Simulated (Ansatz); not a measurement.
# Bi2Se3 (Paraguanajuatite): the cost of one run

All numbers are computed with Ansatz 0.2.0 through its Python package. Level of theory: DFT PBE, plane waves, PAW.

## Step 1: Starting point

The structure is trigonal, space group R-3m (No. 166). Conventional cell: a = 4.143 Å, b = 4.143 Å, c = 28.636 Å, α = 90.00°, β = 90.00°, γ = 120.00°. Bi (site symmetry 3m) is surrounded by 6 Se at 2.85 to 3.07 Å. Se (site symmetry -3m) is surrounded by 6 Bi at 3.07 Å. Se (site symmetry 3m) has 3 Bi at 2.85 Å as nearest neighbours.

No structure file is read: the coordinates are typed or built in the script.

## Step 2: Script

Input file bi2se3.py:

```python
# -*- coding: utf-8 -*-
'''Convergence of Bi2Se3 with the plane-wave cutoff.'''

import ansatz as az
import matplotlib.pyplot as plt


def main():
    xtal = (
        az.Lattice.from_parameters(4.143, 4.143, 28.636, alpha=90, beta=90, gamma=120)
        .space_group(166)
        .atom('Bi', (2 / 3, 1 / 3, 0.734133))
        .atom('Se', (0.0, 0.0, 0.0))
        .atom('Se', (1 / 3, 2 / 3, 0.878367))
        .primitive()
    )

    model = xtal.calculation()
    model = model.functional('PBE').kpoints(6, 6, 6)
    model = model.occupations('Fixed').band_table()

    rows = []
    for value in [250, 325, 400, 475, 550]:
        rep = model.basis(value).run().report
        rows.append((value, rep['free_energy_ev'] / len(rep['lattice']['sites']), rep['n_iterations'], rep['gap_by_band_count_ev'], rep['n_pw']))

    print(' cutoff (eV)   F/atom (eV)    iterations  gap by band count (eV)   plane waves')
    for row in rows:
        print(f'{str(row[0]):>12s}  {row[1]:12.5f}  {row[2]:12d}  {row[3]:22.3f}  {row[4]:12d}')

    # the last row is the reference
    for row in rows[:-1]:
        shift = 1000 * (row[1] - rows[-1][1])
        print(f'{row[0]}: {shift:+.2f} meV/atom' + ('  (within 5 meV)' if abs(shift) < 5 else ''))
    plt.figure(figsize=(4.5, 3))
    plt.plot([str(row[0]) for row in rows], [1000 * (row[1] - rows[-1][1]) for row in rows], 'o-')
    plt.xlabel('cutoff (eV)')
    plt.ylabel('F - F(last) (meV/atom)')
    plt.tight_layout()
    plt.savefig('ecut.png', dpi=100)


if __name__ == '__main__':
    main()
```

## Step 3: The input behind the calls

The engine receives this input (first run):

```yaml
crystal:
  lattice:
    a: 4.143
    b: 4.143
    c: 28.636
    alpha: 90.0
    beta: 90.0
    gamma: 120.0
  space_group: 166
  atoms:
    - { symbol: Bi, position: [0.6666666666666666, 0.3333333333333333, 0.734133] }
    - { symbol: Se, position: [0.0, 0.0, 0.0] }
    - { symbol: Se, position: [0.3333333333333333, 0.6666666666666666, 0.878367] }
  reduce_to_primitive: true
basis:
  ecutwfc: 250.0
kpoints:
  mp_grid:
    grid: [6, 6, 6]
hamiltonian:
  xc: pbe
scf:
  occupations:
    method: fixed
output:
  eigenvalues: true
```

## Step 4: The run

The run is started by

```sh
$ python bi2se3.py
```

What time and memory should one allow on 1 thread of Arm Neoverse V1, shared host?

About 56 s, with a peak of 0.65 GiB.
